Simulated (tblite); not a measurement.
# C2H12O2Si4: the cost of one run

Programs: tblite 0.8.0 and PySCF 2.14.0, with density-fitted response routines of our own. Each step states its level of theory. These are calculated values for one molecule in the gas phase, unless marked as measured. Atoms are numbered from 0 throughout.

**1. The starting structure**

20 atoms, charge 0, multiplicity 1; geometry from: force field or distance geometry start.

Bonds of the start (Å): C0–C1 1.33, C1–Si2 1.85, Si2–O3 1.71, O3–Si4 1.72, Si2–Si5 2.21, Si5–O6 1.73, O6–Si7 1.73, C0–H8 1.11, C0–H9 1.06, C1–H10 1.09, Si2–H11 1.46, Si4–H12 1.48, Si4–H13 1.47, Si4–H14 1.46, Si5–H15 1.48, Si5–H16 1.47, Si7–H17 1.48, Si7–H18 1.46, Si7–H19 1.47.

**2. Optimising the geometry with GFN2-xTB**

The job: settings as JSON, then the geometry in Å.

```
{"job": {"kind": "relax", "xc": "GFN2-xTB", "basis": "xTB"}, "charge": 0, "multiplicity": 1}
C     -1.799900     2.290900    -0.045800
C     -1.944200     0.983000    -0.203700
Si    -0.666200    -0.083200    -1.007000
O     -0.988600    -1.745700    -0.807800
Si    -2.458800    -2.043900     0.041900
Si     1.269700     0.330200    -0.033200
O      2.585400     0.344400    -1.150500
Si     3.981300    -0.065300    -0.214700
H     -2.641400     2.796200     0.465400
H     -0.964000     2.859700    -0.379600
H     -2.830800     0.483500     0.175800
H     -0.698500     0.188600    -2.440100
H     -3.603100    -1.684400    -0.819000
H     -2.495800    -3.487400     0.327400
H     -2.552500    -1.345900     1.321700
H      1.284700     1.574800     0.766300
H      1.545800    -0.787600     0.888300
H      3.494300    -1.008000     0.820200
H      5.008500    -0.716700    -1.021300
H      4.468900     1.127600     0.493400
```

On the command line:

```bash
$ OMP_NUM_THREADS=1 python probes_run.py task.json out
```

This one command runs all jobs of the session in turn.

**Question.** How long does this first job take on 1 thread of Arm Neoverse V1, shared host, and how much memory does it need?

About 3.5 s, with a peak of 0.18 GiB.
